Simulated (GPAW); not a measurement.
The system is GaGe3.

```xyz
4
Lattice="4.2785 0.0000 0.0000 0.0000 4.2785 0.0000 0.0000 0.0000 4.2785" Properties=species:S:1:pos:R:3 pbc="T T T"
Ge    2.1392    2.1392    0.0000
Ge    2.1392    0.0000    2.1392
Ge    0.0000    2.1392    2.1392
Ga    0.0000    0.0000    0.0000
```

The cell comes from a database or a generator and needn't be the stable form of this composition.

- Program: GPAW 26.7.0
- Task: relaxation of cell and atoms
- Functional: PBEsol
- Potentials or basis: PAW data sets generated in the run's folder for this functional
- Cutoff: 600 eV
- Basis: pw
- k mesh: 6 × 6 × 6
- Occupations: fermi-dirac, width 0.05 eV
- Spin: no spin polarisation

At the start: pressure -3.7 GPa; volume 19.58 Å³/atom.

**Question.** Where does the relaxation end?

**Answer.** Over 4 steps the energy falls by 14.1 meV/atom and the volume is 18.40 Å³/atom (-6.0 %); space group Pm-3m (No. 221, to 0.05 Å).

Step by step:
| step | energy change (eV) | largest force (eV/Å) | pressure (GPa) | volume (Å³) |
| --- | --- | --- | --- | --- |
| 1 | 0.0000 | 0.0000 | -3.70 | 78.32 |
| 2 | -0.0083 | 0.0000 | -3.45 | 77.94 |
| 3 | -0.0557 | 0.0000 | 0.33 | 73.24 |
| 4 | -0.0562 | 0.0000 | -0.02 | 73.61 |

Final structure:
```
Ge Ga
1.0
     4.19100    0.00000    0.00000
     0.00000    4.19100    0.00000
     0.00000    0.00000    4.19100
Ge Ga
3 1
Direct
  0.50000 0.50000 0.00000
  0.50000 0.00000 0.50000
  0.00000 0.50000 0.50000
  0.00000 0.00000 0.00000
```

Caveat: later steps reuse the first step's grids.
